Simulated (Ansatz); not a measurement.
**Ni (Fm-3m): SCF with some post-processing from a Python script**

The task is an SCF with some post-processing, for Ni (Fm-3m).

Program: the Python package of Ansatz 0.2.0. Level of theory: DFT r2SCAN, plane waves, PAW. These are calculated values, not measurements.

**1. Starting point**

The structure is cubic, space group Fm-3m (No. 225). Conventional cell: a = 3.524 Å, b = 3.524 Å, c = 3.524 Å, α = 90.00°, β = 90.00°, γ = 90.00°. Around Ni (site symmetry m-3m) lie 12 Ni at 2.49 Å.

The script holds or builds the structure itself.

**2. Script**

run_analyse.py reads:

```python
"""One SCF of Ni and its post-processing."""

from pathlib import Path
import itertools
import warnings

import ansatz as az
from ase import Atoms
import numpy as np
from pymatgen.core import Structure

warnings.simplefilter("ignore", az.DeckWarning)

atoms = Atoms(
    ["Ni"],
    scaled_positions=[
        [0.0, 0.0, 0.0],
    ],
    cell=[
        [0.0, 1.761935, 1.761935],
        [1.761935, 0.0, 1.761935],
        [1.761935, 1.761935, 0.0],
    ],
    pbc=True,
)
atoms.set_initial_magnetic_moments([1.0])
xtal = az.Crystal.from_ase(atoms)

calc = xtal.calculation()
calc = calc.spin("collinear").occupations("Fermi-Dirac")
calc = calc.functional("r2scan")
calc = calc.kpoints(19, 19, 19, center="gamma")
calc = calc.compute(density_of_states={"energy_step": 0.1, "method": "smearing", "broadening_width": 0.2, "projected": True}, density=True, potential_components=True)
session = calc.session()
planned = session.plan(threads=1)
result = planned.execute()
report = result.report

for key in ("converged", "n_iterations", "n_electrons", "n_kpoints", "n_pw", "n_symmetry_ops", "free_energy_ev", "fermi_energy_ev"):
    print(f"{key:18s} {report[key]}")

print(calc.to_python())

print("site moments (muB):", [round(m, 2) for m in report["site_moments_mub"]])
print("electrons up, down:", [round(n, 3) for n in report["spin_occupation_sums"]])

# first and second moments of the projected d states
dos = result.density_of_states()
energy = np.asarray(dos.energies_ev) - dos.fermi_ev
window = (energy > -12) & (energy < 3)
for index, site in enumerate(result.projected_density_of_states().sites):
    for shell in site.shells:
        if shell.l == 2:
            g = sum(np.sum(part.g_bin_mean_per_ev, axis=0) for part in shell.curves)[window]
            if g.sum() > 1e-6:
                centre = (g * energy[window]).sum() / g.sum()
                width = np.sqrt((g * (energy[window] - centre) ** 2).sum() / g.sum())
                print(f"site {index} {site.species} {shell.label}: centre {centre:.3f} eV, rms width {width:.3f} eV")

# valence electrons inside a sphere about each atom
rho = result.density()
total = sum(channel.density_e_per_ang3 for channel in rho.channels[:2])
grid_cell = np.asarray(rho.fft_grid_basis) @ result.lattice.cell_ang
mesh = np.stack(np.meshgrid(*[np.arange(n) / n for n in rho.dims], indexing="ij"), axis=-1)
for site in result.lattice.sites:
    offset = mesh - site.position_ang @ np.linalg.inv(grid_cell)
    offset -= offset.round()
    distance = np.min([np.linalg.norm((offset + shift) @ grid_cell, axis=-1) for shift in itertools.product((-1, 0, 1), repeat=3)], axis=0)
    inside = [total[distance < radius].sum() * rho.cell_volume_ang3 / total.size for radius in (0.8, 1.0, 1.2)]
    print(site.symbol, "electrons within 0.8, 1.0, 1.2 A:", np.round(inside, 2))

folder = Path(result.write_results("parts"))
text = (folder / "v_comp_z.tsv").read_text().splitlines()
rows = np.array([line.split() for line in text if not line.startswith("#")], dtype=float)
print(text[0])
print(np.array2string(rows[:: max(len(rows) // 12, 1)], precision=3, suppress_small=True))

final = Structure(result.lattice.cell_ang, [s.symbol for s in result.lattice.sites], [s.position_frac for s in result.lattice.sites])
print(final.to(fmt="poscar"))
```

**3. The calls as engine input**

The engine receives this input:

```yaml
crystal:
  lattice:
    - [0.0, 1.761935, 1.761935]
    - [1.761935, 0.0, 1.761935]
    - [1.761935, 1.761935, 0.0]
  atoms:
    - { symbol: Ni, position: [0.0, 0.0, 0.0], spin: 1.0 }
kpoints:
  mp_grid:
    grid: [19, 19, 19]
    shift: [0.0, 0.0, 0.0]
hamiltonian:
  xc: r2scan
magnetization:
  spin_polarized: true
scf:
  occupations:
    method: fermi_dirac
output:
  write_density: true
  write_potential_components: true
  dos:
    de: 0.1
    method:
      smearing:
        sigma: 0.2
    projected: true
```

**4. Running it**

The run is started by

```bash
> python run_analyse.py
```

Q: Predict the main results. Wanted: free energy; gap on the mesh; moment, net / absolute.

**Answer**, as computed:

```
              quantity                    value
           free energy            -5845.3001 eV
       gap on the mesh                     none
moment, net / absolute  0.74 / 0.91 μB per cell
```

What this shows: Filled and empty levels meet on the mesh: no gap at this level. The magnetic order follows from the starting moments and needn't be the lowest. An absolute Fermi energy rests on an arbitrary zero of the periodic potential and has no direct meaning. Projections exist only for the shells that the potentials hold, and samples at single energies can miss narrow peaks. r2SCAN tends to overestimate the moments of itinerant magnets. The fields are valence quantities on the plane-wave grid; their values near the nuclei depend on the potentials. The density of states is complete only as far up as bands were computed. A band centre counts only the states inside the window taken.
